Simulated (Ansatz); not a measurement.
# Sm4TaI: the cost of one run

Program: Ansatz 0.2.0. Level of theory: DFT PBE, scalar-relativistic, plane waves, PAW; 4f electrons in the core of a trivalent norm-conserving potential. These are calculated values, not measurements.

### Step 1. The structure to begin with

The structure is cubic, space group F-43m (No. 216). The conventional cell has a = 9.027 Å, b = 9.027 Å, c = 9.027 Å, α = 90.00°, β = 90.00°, γ = 90.00°. Around Sm (site symmetry 3m) lie 6 Sm at 3.19 Å and 3 Ta at 3.74 Å and 3 I at 3.74 Å. Ta (site symmetry -43m) has 12 Sm at 3.74 Å and 4 I at 3.91 Å in its first shell of neighbours. I (site symmetry -43m) is surrounded by 12 Sm at 3.74 Å and 4 Ta at 3.91 Å.

Coordinates:

```cif
data_structure
_symmetry_space_group_name_H-M 'P 1'
_symmetry_Int_Tables_number 1
_cell_length_a 6.3830
_cell_length_b 6.3830
_cell_length_c 6.3830
_cell_angle_alpha 60.000
_cell_angle_beta 60.000
_cell_angle_gamma 60.000
_cell_volume 183.89
loop_
_atom_site_label
_atom_site_type_symbol
_atom_site_fract_x
_atom_site_fract_y
_atom_site_fract_z
_atom_site_occupancy
Sm1 Sm 0.62495 0.12502 0.12502 1
Sm2 Sm 0.12502 0.12502 0.12502 1
Sm3 Sm 0.12502 0.62495 0.12502 1
Sm4 Sm 0.12502 0.12502 0.62495 1
Ta1 Ta 0.50000 0.50000 0.50000 1
I1 I 0.75000 0.75000 0.75000 1
```

A structure generator made this guess: species swapped into a database cell of LaEuAl4 (F-43m, No. 216), with I on the La sites, Ta on the Eu sites and Sm on the Al sites. Lengths come from tabulated atomic sizes and are only a guess.

### Step 2. The guess as it stands, on a coarse mesh

Contents of input.yaml:

```yaml
crystal:
  lattice:
    - [0.0, 4.51348983, 4.51348983]
    - [4.51348983, 0.0, 4.51348983]
    - [4.51348983, 4.51348983, 0.0]
  atoms:
    - { symbol: Sm, position: [0.62494931, 0.1250169, 0.1250169] }
    - { symbol: Sm, position: [0.1250169, 0.1250169, 0.1250169] }
    - { symbol: Sm, position: [0.1250169, 0.62494931, 0.1250169] }
    - { symbol: Sm, position: [0.1250169, 0.1250169, 0.62494931] }
    - { symbol: Ta, position: [0.5, 0.5, 0.5] }
    - { symbol: I, position: [0.75, 0.75, 0.75] }
basis:
  ecutwfc: 690
kpoints:
  mp_grid: { grid: [4, 4, 4] }
hamiltonian:
  xc: pbe
  pseudopotentials:
    kind: paw
    azcp: { Sm: "pseudopotentials/pbe/nc/lanthanide_3plus/Sm.nc.azcp" }
scf:
  occupations: { method: gaussian, width: 0.1 }
  lower_state_search: "off"
output:
  forces: true
  stress: true
  eigenvalues: true
```

On the command line:

```console
$ ansatz run input.yaml --threads 1 --pin off --max-ram 2560MiB --backend cpu --events-out ev --progress --plain --runs-dir out
```

**Question.** How long does this run take on 1 thread of Arm Neoverse N1, shared host, and how much memory does it need?

About 26 s, with a peak of 0.53 GiB.
